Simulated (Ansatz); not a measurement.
# CH₄InNS: how energies converge with the basis set

An exercise on one series of results from a longer session: the logs are not shown, and one member is left open.

Computed with Ansatz 0.2.0, Gaussian basis. Level: one geometry, several basis sets.

Levels to be run: PBE0-D4/def2-SVP; ωB97M-V/def2-SVP; PBE0-D4/def2-QZVPP; ωB97M-V/def2-QZVPP; the functionals' def2-TZVPP values are taken from earlier runs.

**The relaxed structure**

An earlier PBE0-D4 in a triple-zeta def2 set relaxation fixed the geometry. In takes the def2 core potential; no spin-orbit term is included.

8 atoms, charge 0, spin multiplicity 1.

Atoms are counted from 1 here; the program's logs count them from 0.

Bond lengths: S1–C2 1.636 Å, C2–N3 1.340 Å, C2–H5 1.094 Å, N3–In4 2.069 Å, N3–H6 1.015 Å, In4–H7 1.703 Å, In4–H8 1.702 Å. Angles: S1–C2–N3 126.6°, S1–C2–H5 119.9°, N3–C2–H5 113.5°, C2–N3–In4 126.2°, C2–N3–H6 111.7°, In4–N3–H6 122.2°, N3–In4–H7 111.7°, N3–In4–H8 112.3°, H7–In4–H8 136.0°.

Geometry (Å):

```xyz
8

S     1.0776    2.7136    0.3574
C     0.5043    1.2851   -0.1971
N     0.1049    0.2426    0.5437
In   -0.6186   -1.5591   -0.1725
H     0.4187    1.1134   -1.2746
H     0.1960    0.4318    1.5367
H    -0.6588   -1.5897   -1.8743
H    -1.0240   -2.6377    1.0806
```

The first run:

in.yaml

```yaml
crystal:
  periodic: [false, false, false]
  atoms:
    - {symbol: S, position_ang: [1.077556, 2.713604, 0.357448]}
    - {symbol: C, position_ang: [0.504271, 1.285052, -0.197055]}
    - {symbol: N, position_ang: [0.104854, 0.242592, 0.543702]}
    - {symbol: In, position_ang: [-0.618601, -1.559105, -0.172530]}
    - {symbol: H, position_ang: [0.418695, 1.113441, -1.274599]}
    - {symbol: H, position_ang: [0.195983, 0.431766, 1.536707]}
    - {symbol: H, position_ang: [-0.658790, -1.589650, -1.874298]}
    - {symbol: H, position_ang: [-1.023957, -2.637710, 1.080624]}
basis:
  gaussian: {orbitals: def2-SVP}
hamiltonian: {xc: pbe0, dispersion: d4}
output: {orbitals: {seedname: orbitals}}
```

Steps of the session up to this table: PBE0-D4 in def2-SVP; ωB97M-V in def2-SVP; PBE0-D4 in def2-QZVPP; ωB97M-V in def2-QZVPP.

One of the session's tables, all rows but one given; the rest of the session is left out.

It belongs to the step «Density functionals: the series». 

```
functional       basis  HOMO (eV)  LUMO (eV)
   PBE0-D4    def2-SVP      -5.75      -2.15
   PBE0-D4  def2-TZVPP          ?          ?
   PBE0-D4  def2-QZVPP      -6.01      -2.25
   ωB97M-V    def2-SVP      -7.85      -0.54
   ωB97M-V  def2-TZVPP      -8.10      -0.72
   ωB97M-V  def2-QZVPP      -8.16      -0.77
```

Estimate the missing values for PBE0-D4, def2-TZVPP.

As computed: HOMO (eV): -5.96; LUMO (eV): -2.23. In the column «HOMO (eV)» it lies between PBE0-D4, def2-QZVPP (-6.01) and PBE0-D4, def2-SVP (-5.75).
